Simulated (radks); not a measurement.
**Tb⁺ in [Kr] 4d10 4f9 5s2 5p5.75 6s1 7s0.25: an all-electron calculation**

Aim: the levels, the sizes of the orbitals and the parts of the energy of the terbium ion Tb+.

Method: Dirac Kohn-Sham, PBE, spin-unpolarised, spherical densities, finite nucleus; open shells are shared between the two j in proportion to 2j + 1. Code: radks (a radial shooting solver on a logarithmic mesh, Libxc functionals) version 1.

## Step 1: Starting point

| Quantity | Value |
| --- | --- |
| element | terbium (Z = 65) |
| charge | +1 |
| electrons | 64 |
| configuration | [Kr] 4d10 4f9 5s2 5p5.75 6s1 7s0.25 |
| nuclear rms radius | 5.06 fm |

## Step 2: Self-consistent calculation

The run's settings:

```text
Z 65
configuration [Kr] 4d10 4f9 5s2 5p5.75 6s1 7s0.25 6p0
relativity Dirac
functional pbe,pbe
spin unpolarised
j_filling average
nucleus finite rms 5.06 fm
c 137.035999084
```

On the command line:

```sh
> python run_ks.py task.json out
```

All runs below come from this command, one after another.

**Question.** What will this run give?

The runs gave:

| quantity | value |
| --- | --- |
| total energy | -11717.4475 hartree |
| exchange-correlation share of it | 2.19 % |
| −T/E | 1.0935 |
| highest occupied level | 7s1/2, -3.446 eV |
| most extended occupied level | 7s1/2, <r> = 8.33 bohr |
| radius at density 0.001 e/bohr³ | 4.40 bohr |
| maxima of the radial density | 4 |

**Reading.** 7 principal shells are occupied and 4 maxima appear in the radial density; where shells overlap, one shows as a shoulder or not at all. Relativity lifts −T/E to 1.093. This is not the tabulated ground configuration, so its levels and sizes aren't those of the ground state, and no measured value stands beside it.
